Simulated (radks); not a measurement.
# Sr¹²⁺ in [Ar] 3d7 4p1: an all-electron calculation

What are the levels of the strontium ion Sr12+, how large are its shells, and how does its energy divide?

The numbers are computed with radks (a radial shooting solver on a logarithmic mesh, Libxc functionals) version 1 (scalar-relativistic Kohn-Sham, TASK exchange with Perdew-Wang LDA correlation, spin-polarised, spherical densities, finite nucleus; open shells are filled with parallel spins first), except any that are marked as measured or tabulated.

## 1. Starting point

```
element            : strontium (Z = 38)
charge             : +12
electrons          : 26
configuration      : [Ar] 3d7 4p1
nuclear rms radius : 4.224 fm
```

The outer shells:

Sr¹²⁺
```
[Ar] core
3d [↑↓][↑↓][↑ ][↑ ][↑ ]
4p [↑ ][  ][  ]
```

## 2. The run

Settings of this run:

```text
Z 38
configuration [Ar] 3d7 4p1 4s0 4d0 5p0 4f0
relativity scalar-relativistic
functional task,pw
spin polarised
nucleus finite rms 4.224 fm
c 137.035999084
```

On the command line:

```sh
python run_ks.py task.json out
```

All runs below come from this command, one after another.

**Question.** What will this run give?

**Answer**, as computed:

| quantity | value |
| --- | --- |
| total energy | -3116.19526 hartree |
| exchange-correlation share of it | 3.03 % |
| −T/E | 1.0259 |
| highest occupied level | 4p up, -219.54 eV |
| most extended occupied level | 4p up, <r> = 1.11 bohr |
| radius at density 0.001 e/bohr³ | 2.07 bohr |
| maxima of the radial density | 3 |

4 principal shells are occupied and 3 maxima appear in the radial density; where shells overlap, one shows as a shoulder or not at all. −T/E is 1.026: with relativity the kinetic term as defined here no longer equals −E. This is not the tabulated ground configuration, so its levels and sizes aren't those of the ground state, and no measured value stands beside it.
